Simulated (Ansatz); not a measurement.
# CH₆BNO: small, medium and large basis sets

How large a basis does CH₆BNO need? Two functionals and correlated methods are run in growing sets.

Method: one geometry, several basis sets; program: Ansatz 0.2.0, Gaussian basis.

Levels to be run: PBE0-D4/def2-SVP; ωB97M-V/def2-SVP; PBE0-D4/def2-QZVPP; ωB97M-V/def2-QZVPP; CCSD(T)/cc-pV(D+d)Z; CCSD(T)/cc-pV(T+d)Z; CCSD(T)/cc-pV(Q+d)Z; the functionals' def2-TZVPP values are taken from earlier runs.

## 1. Structure used throughout

The geometry comes from an earlier relaxation with PBE0-D4 in a triple-zeta def2 set; it is a stationary point, not always the lowest conformer.

10 atoms, charge 0, spin multiplicity 1.

Atoms are counted from 1 here; the program's logs count them from 0.

Bond lengths: C1–B2 1.579 Å, C1–H5 1.095 Å, C1–H6 1.092 Å, C1–H7 1.095 Å, B2–N3 1.404 Å, B2–O4 1.379 Å, N3–H8 1.005 Å, N3–H9 1.002 Å, O4–H10 0.957 Å. Angles: B2–C1–H5 110.9°, B2–C1–H6 113.4°, B2–C1–H7 110.9°, H5–C1–H6 107.4°, H5–C1–H7 106.5°, H6–C1–H7 107.4°, C1–B2–N3 122.1°, C1–B2–O4 121.6°, N3–B2–O4 116.3°, B2–N3–H8 122.2°, B2–N3–H9 123.1°, H8–N3–H9 114.6°, B2–O4–H10 112.7°.

## 2. PBE0-D4 in def2-SVP

File in.yaml:

```yaml
crystal:
  periodic: [false, false, false]
  atoms:
    - {symbol: C, position_ang: [-0.968838, 0.700537, -0.137491]}
    - {symbol: B, position_ang: [0.364890, -0.143030, -0.097626]}
    - {symbol: N, position_ang: [0.612711, -1.099060, 0.899574]}
    - {symbol: O, position_ang: [1.352589, 0.021524, -1.045865]}
    - {symbol: H, position_ang: [-1.506469, 0.537347, -1.077628]}
    - {symbol: H, position_ang: [-1.656673, 0.463691, 0.676899]}
    - {symbol: H, position_ang: [-0.754654, 1.773244, -0.083261]}
    - {symbol: H, position_ang: [1.460989, -1.637725, 0.926803]}
    - {symbol: H, position_ang: [-0.034352, -1.301332, 1.637871]}
    - {symbol: H, position_ang: [1.129807, 0.684815, -1.699296]}
basis:
  gaussian: {orbitals: def2-SVP}
hamiltonian: {xc: pbe0, dispersion: d4}
output: {orbitals: {seedname: orbitals}}
```

Command:

```bash
$ ansatz run in.yaml --threads 2 --pin off --events-out ev --progress --plain --max-ram 32768MiB --backend cpu
```

Further steps of the session: ωB97M-V in def2-SVP; PBE0-D4 in def2-QZVPP; ωB97M-V in def2-QZVPP; CCSD(T) in cc-pV(D+d)Z; CCSD(T) in cc-pV(T+d)Z; CCSD(T) in cc-pV(Q+d)Z.

Before running them: what should the planned runs give, taken together? Wanted: MP2 correlation recovered, cc-pV(D+d)Z; MP2 correlation recovered, cc-pV(T+d)Z; MP2 correlation recovered, cc-pV(Q+d)Z; CCSD(T) limit from def2 sets; PBE0-D4: double and triple zeta above quadruple; ωB97M-V: double and triple zeta above quadruple.

As calculated:

| quantity | value |
| --- | --- |
| MP2 correlation recovered, cc-pV(D+d)Z | 71.2 % |
| MP2 correlation recovered, cc-pV(T+d)Z | 89.2 % |
| MP2 correlation recovered, cc-pV(Q+d)Z | 95.5 % |
| CCSD(T) limit from def2 sets (earlier runs) less the limit of this series | -2 meV |
| PBE0-D4: double and triple zeta above quadruple | 6.57, 0.32 eV |
| ωB97M-V: double and triple zeta above quadruple | 6.80, 0.31 eV |

For PBE0-D4 the step from double to triple zeta gains 6.24 eV and the next only 0.32 eV. Correlation climbs from 71 % (cc-pV(D+d)Z) to 96 % (cc-pV(Q+d)Z) of the limit; Hartree-Fock is 0.122 eV from its own by then. A limit from the def2 sets, made apart, differs by 2 meV, a least measure of the doubt on such a limit. Total energies overstate the basis error of differences, where much of it tends to cancel. The LUMO of ωB97M-V is positive and keeps falling with the basis (3.25 to 1.53 eV): an unbound level that the basis holds in place.
